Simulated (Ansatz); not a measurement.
**ClGeH₃O₃: one species, many methods**

An exercise on one series of results from a longer session: the logs are not shown, and one member is left open.

Computed with Ansatz 0.2.0, Gaussian basis. Level: functionals in def2-TZVPP, the program's frozen cores in correlated methods.

Levels to be run: LDA (SPW92), PBE-D4, revPBE-D4, BLYP-D4, r2SCAN-D4, B97M-V, PBE0-D4, B3LYP-D4, r2SCANh-D4, r2SCAN0-D4, HSE06-D4, BHLYP-D4, CAM-B3LYP-D4, LC-ωPBE, ωB97X-V, ωB97M-V, B2PLYP, PBE-QIDH; CCSD(T)/def2-SVP; CCSD(T)/def2-TZVPP; MP2/def2-QZVPP; extrapolation to the limit; RPA on PBE.

**The geometry**

All runs share one geometry, relaxed beforehand with PBE0-D4 in a triple-zeta def2 set.

SMILES `[OH][Ge]([OH])([OH])[Cl]`, 8 atoms, charge 0, spin multiplicity 1.

Atoms are counted from 1 here; the program's logs count them from 0.

Bond lengths: O1–Ge2 1.748 Å, O1–H6 0.961 Å, Ge2–O3 1.748 Å, Ge2–O4 1.759 Å, Ge2–Cl5 2.128 Å, O3–H7 0.961 Å, O4–H8 0.962 Å. Angles: Ge2–O1–H6 112.6°, O1–Ge2–O3 103.1°, O1–Ge2–O4 112.9°, O1–Ge2–Cl5 112.2°, O3–Ge2–O4 112.8°, O3–Ge2–Cl5 112.3°, O4–Ge2–Cl5 103.8°, Ge2–O3–H7 112.6°, Ge2–O4–H8 111.7°.

Coordinates:

```mol
ClGeH3O3
  3D, bonds by distance, orders not assigned

  8  7  0  0  0  0  0  0  0  0999 V2000
   -0.9143    1.1834    0.8375 O   0  0
    0.0800    0.1379   -0.1499 Ge  0  0
    1.5501   -0.0086    0.7847 O   0  0
   -0.6766   -1.4149   -0.4795 O   0  0
    0.4308    0.9520   -2.0849 Cl  0  0
   -1.7159    1.4631    0.3879 H   0  0
    2.2384   -0.4885    0.3168 H   0  0
   -0.9004   -1.8813    0.3314 H   0  0
  1  2  8  0
  2  3  8  0
  2  4  8  0
  2  5  8  0
  1  6  8  0
  3  7  8  0
  4  8  8  0
M  END
```

The first run:

File in.yaml:

```yaml
crystal:
  periodic: [false, false, false]
  atoms:
    - {symbol: O, position_ang: [-0.914256, 1.183361, 0.837536]}
    - {symbol: Ge, position_ang: [0.079989, 0.137944, -0.149861]}
    - {symbol: O, position_ang: [1.550119, -0.008596, 0.784745]}
    - {symbol: O, position_ang: [-0.676606, -1.414878, -0.479483]}
    - {symbol: Cl, position_ang: [0.430838, 0.952002, -2.084889]}
    - {symbol: H, position_ang: [-1.715888, 1.463078, 0.387930]}
    - {symbol: H, position_ang: [2.238410, -0.488512, 0.316787]}
    - {symbol: H, position_ang: [-0.900405, -1.881300, 0.331437]}
basis:
  gaussian: {orbitals: def2-TZVPP}
hamiltonian: {xc: lda}
output: {orbitals: {seedname: orbitals}}
```

Steps of the session up to this table: LDA; PBE-D4 (GGA); revPBE-D4 (GGA); BLYP-D4 (GGA); r2SCAN-D4 (meta-GGA); B97M-V (meta-GGA); PBE0-D4 (hybrid); B3LYP-D4 (hybrid); r2SCANh-D4 (hybrid); r2SCAN0-D4 (hybrid); HSE06-D4 (hybrid); BHLYP-D4 (hybrid); CAM-B3LYP-D4 (range-separated); LC-ωPBE-D4 (range-separated; the results give it without D4); ωB97X-V (range-separated); ωB97M-V (range-separated); B2PLYP (double hybrid); PBE-QIDH (double hybrid).

One of the session's tables, all rows but one given; the rest of the session is left out.

It belongs to the step «Orbital energies across the functionals». 

| functional | HOMO (eV) | gap (eV) |
| --- | --- | --- |
| LDA (SPW92) | -7.71 | 5.79 |
| PBE-D4 | -7.51 | 5.87 |
| revPBE-D4 | -7.43 | 5.92 |
| BLYP-D4 | -7.40 | 5.76 |
| r2SCAN-D4 | -7.94 | 6.71 |
| B97M-V | -8.02 | 6.71 |
| PBE0-D4 | -9.26 | 8.64 |
| B3LYP-D4 | -8.97 | 7.96 |
| r2SCANh-D4 | -8.60 | 7.72 |
| r2SCAN0-D4 | -9.56 | 9.20 |
| HSE06-D4 | ? | ? |
| BHLYP-D4 | -10.77 | 11.02 |
| CAM-B3LYP-D4 | -10.74 | 11.02 |
| LC-ωPBE | -12.16 | 13.83 |
| ωB97X-V | -11.78 | 13.26 |
| ωB97M-V | -11.66 | 12.83 |

**Question.** Estimate the row for HSE06-D4.

**Answer.** HOMO (eV): -8.85; gap (eV): 7.86. In the column «HOMO (eV)» it lies between B3LYP-D4 (-8.97) and r2SCANh-D4 (-8.60).
